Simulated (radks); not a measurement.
# Taking charge from the 3s level of Mo in fractions

What happens to E and to the 3s eigenvalue of Mo when a fraction of an electron is removed? The exact functional would give straight lines between whole numbers for a frontier level.

The numbers are computed with radks (a radial shooting solver on a logarithmic mesh, Libxc functionals) version 1 (scalar-relativistic Kohn-Sham, r2SCAN, spin-polarised, spherical densities, finite nucleus; open shells are filled with parallel spins first), except any that are marked as measured or tabulated.

**1. The atom as given**

| Property | Result |
| --- | --- |
| element | molybdenum (Z = 42) |
| charge | 0 |
| electrons | 42 |
| configuration | [Ne] 3s(up 1, down 1) 3p6 3d10 4s2 4p6 4d5 5s1 |
| nuclear rms radius | 4.4091 fm |

In the logs a row gives level, spin channel, occupation and eigenvalue; Etot, Ekin, Encl (electron-nucleus), Eh (Hartree) and Exc are energies, all in hartree; err is the last residual, it the number of iterations.

A shell typed twice in an input gives spin up, then spin down.

**2. Start: [Ne] 3s(up 1, down 1) 3p6 3d10 4s2 4p6 4d5 5s1**

The run's settings:

```text
Z 42
configuration [Ne] 3s1 3s1 3p6 3d10 4s2 4p6 4d5 5s1
relativity scalar-relativistic
functional r2scan,r2scan
spin polarised
nucleus finite rms 4.4091 fm
c 137.035999084
```

Started as:

```
$ python run_ks.py task.json out
```

The same process makes all the runs of this session.

Output:

```text
1s      1   1.0000        -730.02047906
2s      1   1.0000        -103.53265156
2p      1   3.0000         -92.45595493
3s      1   1.0000         -17.79225705
3p      1   3.0000         -14.12892411
3d      1   5.0000          -8.19024561
4s      1   1.0000          -2.45626567
4p      1   3.0000          -1.48774670
4d      1   5.0000          -0.17709308
5s      1   1.0000          -0.17935811
1s      2   1.0000        -730.02124098
2s      2   1.0000        -103.50718225
2p      2   3.0000         -92.43767625
3s      2   1.0000         -17.78379315
3p      2   3.0000         -14.11791336
3d      2   5.0000          -8.16927087
4s      2   1.0000          -2.33355493
4p      2   3.0000          -1.34682146
4d      2   0.0000           0.00016324
5s      2   0.0000          -0.02946778
Etot -4049.361676290303
Ekin 4175.305993197666
Encl -9759.740281701961
Eh 1659.2411522103416
Exc -124.16853999634932
err 1.1869349967838006e-07
it 13
```

Run time: 0.26 s. Hardware: 1 thread of Arm Neoverse N1, shared host; peak memory 0.24 GiB.

The top filled level is 4d up, -4.819 eV.

Sizes of the orbitals, from the radial functions (bohr):

| level | occupation | energy (eV) | <r> | outermost maximum (interpolated) | 90 % within | nodes |
| --- | --- | --- | --- | --- | --- | --- |
| 3d up | 5 | -222.87 | 0.4153 | 0.323 | 0.663 | 0 |
| 3d down | 5 | -222.30 | 0.4153 | 0.324 | 0.663 | 0 |
| 4s up | 1 | -66.838 | 1.118 | 0.995 | 1.63 | 3 |
| 4s down | 1 | -63.499 | 1.106 | 0.986 | 1.61 | 3 |
| 4p up | 3 | -40.484 | 1.250 | 1.08 | 1.86 | 2 |
| 4p down | 3 | -36.649 | 1.230 | 1.07 | 1.82 | 2 |
| 5s up | 1 | -4.881 | 3.418 | 2.87 | 5.09 | 4 |
| 4d up | 5 | -4.819 | 1.955 | 1.39 | 3.22 | 1 |

Radial density 4πr²ρ:

| r (bohr) | 4πr²ρ (e/bohr) |
| --- | --- |
| 0.00138 | 1.478 |
| 0.00214 | 3.205 |
| 0.00329 | 6.619 |
| 0.00511 | 13.13 |
| 0.00787 | 23.70 |
| 0.0122 | 38.10 |
| 0.0188 | 50.44 |
| 0.0290 | 52.24 |
| 0.0450 | 45.40 |
| 0.0694 | 51.59 |
| 0.108 | 65.75 |
| 0.166 | 49.68 |
| 0.258 | 43.46 |
| 0.397 | 47.00 |
| 0.616 | 17.88 |
| 0.949 | 11.52 |
| 1.47 | 7.788 |
| 2.27 | 2.467 |
| 3.52 | 0.7374 |
| 5.43 | 0.1170 |

**3. 0.1 electron removed from 3s**

The run's settings:

```text
Z 42
configuration [Ne] 3s1 3s0.9 3p6 3d10 4s2 4p6 4d5 5s1
relativity scalar-relativistic
functional r2scan,r2scan
spin polarised
nucleus finite rms 4.4091 fm
c 137.035999084
```

Output:

```text
1s      1   1.0000        -730.17141028
2s      1   1.0000        -103.66375201
2p      1   3.0000         -92.58890113
3s      1   1.0000         -17.90086574
3p      1   3.0000         -14.23714418
3d      1   5.0000          -8.29946093
4s      1   1.0000          -2.50689876
4p      1   3.0000          -1.53429149
4d      1   5.0000          -0.21228127
5s      1   1.0000          -0.20290300
1s      2   1.0000        -730.16748472
2s      2   1.0000        -103.63447921
2p      2   3.0000         -92.56648734
3s      2   0.9000         -17.87945768
3p      2   3.0000         -14.21395200
3d      2   5.0000          -8.26833445
4s      2   1.0000          -2.37982435
4p      2   3.0000          -1.38948018
4d      2   0.0000          -0.02850745
5s      2   0.0000          -0.04918302
Etot -4047.5794468557383
Ekin 4173.430568524051
Encl -9752.45333779139
Eh 1655.4309756842233
Exc -123.98765327262177
err 3.075768684458338e-06
it 12
```

Run time: 0.24 s. Hardware: 1 thread of Arm Neoverse N1, shared host; peak memory 0.24 GiB.

Energy against step 2 (start: [Ne] 3s(up 1, down 1) 3p6 3d10 4s2 4p6 4d5 5s1): +48.497 eV. Highest occupied level: 5s up at -5.521 eV.

**4. 0.2 electron removed from 3s**

The run's settings:

```text
Z 42
configuration [Ne] 3s1 3s0.8 3p6 3d10 4s2 4p6 4d5 5s1
relativity scalar-relativistic
functional r2scan,r2scan
spin polarised
nucleus finite rms 4.4091 fm
c 137.035999084
```

Output:

```text
1s      1   1.0000        -730.32397099
2s      1   1.0000        -103.79642669
2p      1   3.0000         -92.72342819
3s      1   1.0000         -18.01096557
3p      1   3.0000         -14.34686800
3d      1   5.0000          -8.41022070
4s      1   1.0000          -2.55897770
4p      1   3.0000          -1.58226245
4d      1   5.0000          -0.24889208
5s      1   1.0000          -0.22725038
1s      2   1.0000        -730.31533148
2s      2   1.0000        -103.76336282
2p      2   3.0000         -92.69687745
3s      2   0.8000         -17.97634203
3p      2   3.0000         -14.31127391
3d      2   5.0000          -8.36883188
4s      2   1.0000          -2.42758266
4p      2   3.0000          -1.43362538
4d      2   0.0000          -0.06213450
5s      2   0.0000          -0.06996035
Etot -4045.787589939095
Ekin 4171.545412614645
Encl -9745.095402984567
Eh 1651.5685064712463
Exc -123.8061060404192
err 2.2658075478415128e-06
it 12
```

Wall time 0.25 s (1 thread of Arm Neoverse N1, shared host); peak memory 0.24 GiB.

E − E(step 2, start: [Ne] 3s(up 1, down 1) 3p6 3d10 4s2 4p6 4d5 5s1) = +97.256 eV. Highest occupied level: 5s up at -6.184 eV.

**5. 0.3 electron removed from 3s**

The run's settings:

```text
Z 42
configuration [Ne] 3s1 3s0.7 3p6 3d10 4s2 4p6 4d5 5s1
relativity scalar-relativistic
functional r2scan,r2scan
spin polarised
nucleus finite rms 4.4091 fm
c 137.035999084
```

Output:

```text
1s      1   1.0000        -730.47808874
2s      1   1.0000        -103.93060266
2p      1   3.0000         -92.85946368
3s      1   1.0000         -18.12248250
3p      1   3.0000         -14.45802132
3d      1   5.0000          -8.52244990
4s      1   1.0000          -2.61242290
4p      1   3.0000          -1.63158179
4d      1   5.0000          -0.28686327
5s      1   1.0000          -0.25236601
1s      2   1.0000        -730.46470820
2s      2   1.0000        -103.89375913
2p      2   3.0000         -92.82877335
3s      2   0.7000         -18.07435781
3p      2   3.0000         -14.40979364
3d      2   5.0000          -8.47068271
4s      2   1.0000          -2.47674896
4p      2   3.0000          -1.47917674
4d      2   0.0000          -0.09735874
5s      2   0.0000          -0.09173230
Etot -4043.9859880295608
Ekin 4169.650371314435
Encl -9737.669302051483
Eh 1647.6569361840352
Exc -123.62399347654753
err 1.9601018674738253e-06
it 12
```

Wall time 0.25 s (1 thread of Arm Neoverse N1, shared host); peak memory 0.24 GiB.

Energy against step 2 (start: [Ne] 3s(up 1, down 1) 3p6 3d10 4s2 4p6 4d5 5s1): +146.280 eV. 5s up is the highest filled level (-6.867 eV).

**6. 0.4 electron removed from 3s**

The run's settings:

```text
Z 42
configuration [Ne] 3s1 3s0.6 3p6 3d10 4s2 4p6 4d5 5s1
relativity scalar-relativistic
functional r2scan,r2scan
spin polarised
nucleus finite rms 4.4091 fm
c 137.035999084
```

Output:

```text
1s      1   1.0000        -730.63370081
2s      1   1.0000        -104.06621635
2p      1   3.0000         -92.99694409
3s      1   1.0000         -18.23535248
3p      1   3.0000         -14.57053994
3d      1   5.0000          -8.63608378
4s      1   1.0000          -2.66716476
4p      1   3.0000          -1.68218195
4d      1   5.0000          -0.32614073
5s      1   1.0000          -0.27822060
1s      2   1.0000        -730.61555195
2s      2   1.0000        -104.02560355
2p      2   3.0000         -92.96211093
3s      2   0.6000         -18.17342612
3p      2   3.0000         -14.50943543
3d      2   5.0000          -8.57381672
4s      2   1.0000          -2.52725356
4p      2   3.0000          -1.52606485
4d      2   0.0000          -0.13405356
5s      2   0.0000          -0.11443390
Etot -4042.174531910429
Ekin 4167.745332980193
Encl -9730.17766184259
Eh 1643.699206316355
Exc -123.44140936438662
err 1.8239703051679427e-06
it 12
```

It took 0.24 s on 1 thread of Arm Neoverse N1, shared host; peak memory 0.24 GiB.

Energy against step 2 (start: [Ne] 3s(up 1, down 1) 3p6 3d10 4s2 4p6 4d5 5s1): +195.572 eV. Highest occupied level: 5s up at -7.571 eV.

**7. 0.5 electron removed from 3s**

The run's settings:

```text
Z 42
configuration [Ne] 3s1 3s0.5 3p6 3d10 4s2 4p6 4d5 5s1
relativity scalar-relativistic
functional r2scan,r2scan
spin polarised
nucleus finite rms 4.4091 fm
c 137.035999084
```

Output:

```text
1s      1   1.0000        -730.79075078
2s      1   1.0000        -104.20321052
2p      1   3.0000         -93.13581228
3s      1   1.0000         -18.34951789
3p      1   3.0000         -14.68436609
3d      1   5.0000          -8.75106405
4s      1   1.0000          -2.72314079
4p      1   3.0000          -1.73400249
4d      1   5.0000          -0.36667561
5s      1   1.0000          -0.30478818
1s      2   1.0000        -730.76780605
2s      2   1.0000        -104.15883756
2p      2   3.0000         -93.09683224
3s      2   0.5000         -18.27347387
3p      2   3.0000         -14.61012946
3d      2   5.0000          -8.67816971
4s      2   1.0000          -2.57903358
4p      2   3.0000          -1.57422731
4d      2   0.0000          -0.17213093
5s      2   0.0000          -0.13797904
Etot -4040.353119939503
Ekin 4165.830192263116
Encl -9722.622834408949
Eh 1639.6979656949488
Exc -123.25844348861946
err 1.756655095073816e-06
it 12
```

It took 0.25 s on 1 thread of Arm Neoverse N1, shared host; peak memory 0.24 GiB.

Energy against step 2 (start: [Ne] 3s(up 1, down 1) 3p6 3d10 4s2 4p6 4d5 5s1): +245.135 eV. Highest occupied level: 5s up at -8.294 eV.

**8. 0.6 electron removed from 3s**

The run's settings:

```text
Z 42
configuration [Ne] 3s1 3s0.4 3p6 3d10 4s2 4p6 4d5 5s1
relativity scalar-relativistic
functional r2scan,r2scan
spin polarised
nucleus finite rms 4.4091 fm
c 137.035999084
```

Output:

```text
1s      1   1.0000        -730.94918763
2s      1   1.0000        -104.34153340
2p      1   3.0000         -93.27601654
3s      1   1.0000         -18.46492657
3p      1   3.0000         -14.79944749
3d      1   5.0000          -8.86733796
4s      1   1.0000          -2.78029458
4p      1   3.0000          -1.78698901
4d      1   5.0000          -0.40842357
5s      1   1.0000          -0.33204541
1s      2   1.0000        -730.92141924
2s      2   1.0000        -104.29340775
2p      2   3.0000         -93.23288456
3s      2   0.4000         -18.37443293
3p      2   3.0000         -14.71181090
3d      2   5.0000          -8.78368253
4s      2   1.0000          -2.63203190
4p      2   3.0000          -1.62360765
4d      2   0.0000          -0.21152284
5s      2   0.0000          -0.16233221
Etot -4038.521657537299
Ekin 4163.904850949804
Encl -9715.006944568479
Eh 1635.6556187411638
Exc -123.07518265978852
err 1.727193896304616e-06
it 12
```

Run time: 0.24 s. Hardware: 1 thread of Arm Neoverse N1, shared host; peak memory 0.24 GiB.

Energy against step 2 (start: [Ne] 3s(up 1, down 1) 3p6 3d10 4s2 4p6 4d5 5s1): +294.972 eV. The top filled level is 5s up, -9.035 eV.

**9. 0.7 electron removed from 3s**

The run's settings:

```text
Z 42
configuration [Ne] 3s1 3s0.3 3p6 3d10 4s2 4p6 4d5 5s1
relativity scalar-relativistic
functional r2scan,r2scan
spin polarised
nucleus finite rms 4.4091 fm
c 137.035999084
```

Output:

```text
1s      1   1.0000        -731.10896498
2s      1   1.0000        -104.48113789
2p      1   3.0000         -93.41750980
3s      1   1.0000         -18.58153111
3p      1   3.0000         -14.91573659
3d      1   5.0000          -8.98485750
4s      1   1.0000          -2.83857502
4p      1   3.0000          -1.84109235
4d      1   5.0000          -0.45134408
5s      1   1.0000          -0.35997120
1s      2   1.0000        -731.07634482
2s      2   1.0000        -104.42926503
2p      2   3.0000         -93.37021955
3s      2   0.3000         -18.47623938
3p      2   3.0000         -14.81441920
3d      2   5.0000          -8.89030033
4s      2   1.0000          -2.68619638
4p      2   3.0000          -1.67415455
4d      2   0.0000          -0.25217207
5s      2   0.0000          -0.18745928
Etot -4036.680056712532
Ekin 4161.96921763127
Encl -9707.331922712026
Eh 1631.5743597574692
Exc -122.89171138924493
err 1.7266724710361333e-06
it 12
```

Run time: 0.25 s. Hardware: 1 thread of Arm Neoverse N1, shared host; peak memory 0.24 GiB.

E − E(step 2, start: [Ne] 3s(up 1, down 1) 3p6 3d10 4s2 4p6 4d5 5s1) = +345.084 eV. 5s up is the highest filled level (-9.795 eV).

**10. 0.8 electron removed from 3s**

The run's settings:

```text
Z 42
configuration [Ne] 3s1 3s0.2 3p6 3d10 4s2 4p6 4d5 5s1
relativity scalar-relativistic
functional r2scan,r2scan
spin polarised
nucleus finite rms 4.4091 fm
c 137.035999084
```

Output:

```text
1s      1   1.0000        -731.27004049
2s      1   1.0000        -104.62198097
2p      1   3.0000         -93.56024909
3s      1   1.0000         -18.69928817
3p      1   3.0000         -15.03318997
3d      1   5.0000          -9.10357883
4s      1   1.0000          -2.89793555
4p      1   3.0000          -1.89626786
4d      1   5.0000          -0.49539998
5s      1   1.0000          -0.38854636
1s      2   1.0000        -731.23254018
2s      2   1.0000        -104.56636399
2p      2   3.0000         -93.50879273
3s      2   0.2000         -18.57883301
3p      2   3.0000         -14.91789756
3d      2   5.0000          -8.99797195
4s      2   1.0000          -2.74147922
4p      2   3.0000          -1.72582114
4d      2   0.0000          -0.29402868
5s      2   0.0000          -0.21331404
Etot -4034.8282356716845
Ekin 4160.023207442475
Encl -9699.59953131315
Eh 1627.456200633254
Exc -122.70811243426334
err 1.7474702224972411e-06
it 12
```

It took 0.25 s on 1 thread of Arm Neoverse N1, shared host; peak memory 0.24 GiB.

E − E(step 2, start: [Ne] 3s(up 1, down 1) 3p6 3d10 4s2 4p6 4d5 5s1) = +395.475 eV. Highest occupied level: 5s up at -10.573 eV.

**11. 0.9 electron removed from 3s**

The run's settings:

```text
Z 42
configuration [Ne] 3s1 3s0.1 3p6 3d10 4s2 4p6 4d5 5s1
relativity scalar-relativistic
functional r2scan,r2scan
spin polarised
nucleus finite rms 4.4091 fm
c 137.035999084
```

Output:

```text
1s      1   1.0000        -731.43237534
2s      1   1.0000        -104.76402317
2p      1   3.0000         -93.70419498
3s      1   1.0000         -18.81815805
3p      1   3.0000         -15.15176781
3d      1   5.0000          -9.22346176
4s      1   1.0000          -2.95833364
4p      1   3.0000          -1.95247483
4d      1   5.0000          -0.54055703
5s      1   1.0000          -0.41775330
1s      2   1.0000        -731.38996619
2s      2   1.0000        -104.70466237
2p      2   3.0000         -93.64856283
3s      2   0.1000         -18.68215695
3p      2   3.0000         -15.02219246
3d      2   5.0000          -9.10664943
4s      2   1.0000          -2.79783637
4p      2   3.0000          -1.77856447
4d      2   0.0000          -0.33704924
5s      2   0.0000          -0.23989934
Etot -4032.9661184704
Ekin 4158.066741433648
Encl -9691.811385105273
Eh 1623.3029923999732
Exc -122.52446719874767
err 1.7607737672946804e-06
it 12
```

Wall time 0.24 s (1 thread of Arm Neoverse N1, shared host); peak memory 0.24 GiB.

Energy against step 2 (start: [Ne] 3s(up 1, down 1) 3p6 3d10 4s2 4p6 4d5 5s1): +446.146 eV. 5s up is the highest filled level (-11.368 eV).

**12. 1 electron removed from 3s**

The run's settings:

```text
Z 42
configuration [Ne] 3s1 3s0 3p6 3d10 4s2 4p6 4d5 5s1
relativity scalar-relativistic
functional r2scan,r2scan
spin polarised
nucleus finite rms 4.4091 fm
c 137.035999084
```

Output:

```text
1s      1   1.0000        -731.59593361
2s      1   1.0000        -104.90722815
2p      1   3.0000         -93.84931109
3s      1   1.0000         -18.93810409
3p      1   3.0000         -15.27143340
3d      1   5.0000          -9.34446927
4s      1   1.0000          -3.01973017
4p      1   3.0000          -2.00967592
4d      1   5.0000          -0.58678346
5s      1   1.0000          -0.44757578
1s      2   1.0000        -731.54858659
2s      2   1.0000        -104.84412050
2p      2   3.0000         -93.78949135
3s      2   0.0000         -18.78615722
3p      2   3.0000         -15.12725327
3d      2   5.0000          -9.21628756
4s      2   1.0000          -2.85522694
4p      2   3.0000          -1.83234486
4d      2   0.0000          -0.38119375
5s      2   0.0000          -0.26715249
Etot -4031.093634698279
Ekin 4156.099744964757
Encl -9683.96896269974
Eh 1619.1164389498317
Exc -122.34085591312649
err 1.550187319610928e-06
it 12
```

It took 0.23 s on 1 thread of Arm Neoverse N1, shared host; peak memory 0.24 GiB.

Energy against step 2 (start: [Ne] 3s(up 1, down 1) 3p6 3d10 4s2 4p6 4d5 5s1): +497.099 eV. 5s up is the highest filled level (-12.179 eV).

**13. All runs together**

| removed (e) | E − E(0) (eV) | eigenvalue (eV) | E minus straight line (eV) |
| --- | --- | --- | --- |
| 0 | 0.000 | -483.92 | 0.000 |
| 0.1 | 48.497 | -486.52 | -1.213 |
| 0.2 | 97.256 | -489.16 | -2.164 |
| 0.3 | 146.28 | -491.83 | -2.850 |
| 0.4 | 195.57 | -494.52 | -3.267 |
| 0.5 | 245.14 | -497.25 | -3.414 |
| 0.6 | 294.97 | -499.99 | -3.287 |
| 0.7 | 345.08 | -502.76 | -2.885 |
| 0.8 | 395.48 | -505.56 | -2.204 |
| 0.9 | 446.15 | -508.37 | -1.243 |
| 1 | 497.10 | -511.20 | 0.000 |

**Reading.** Removing the whole electron costs 497.10 eV, against 483.92 eV from minus the starting eigenvalue. Slater's transition state, half an electron removed, gives 497.25 eV. The trapezoid integral of minus the eigenvalue gives 497.35 eV over the range, against 497.10 eV from the energies (Janak's theorem; approximate here, since the scalar-relativistic density holds large components alone). The eigenvalue moves by 27.3 eV per electron. E bends below the straight line by 3.41 eV at 0.5 electron removed.
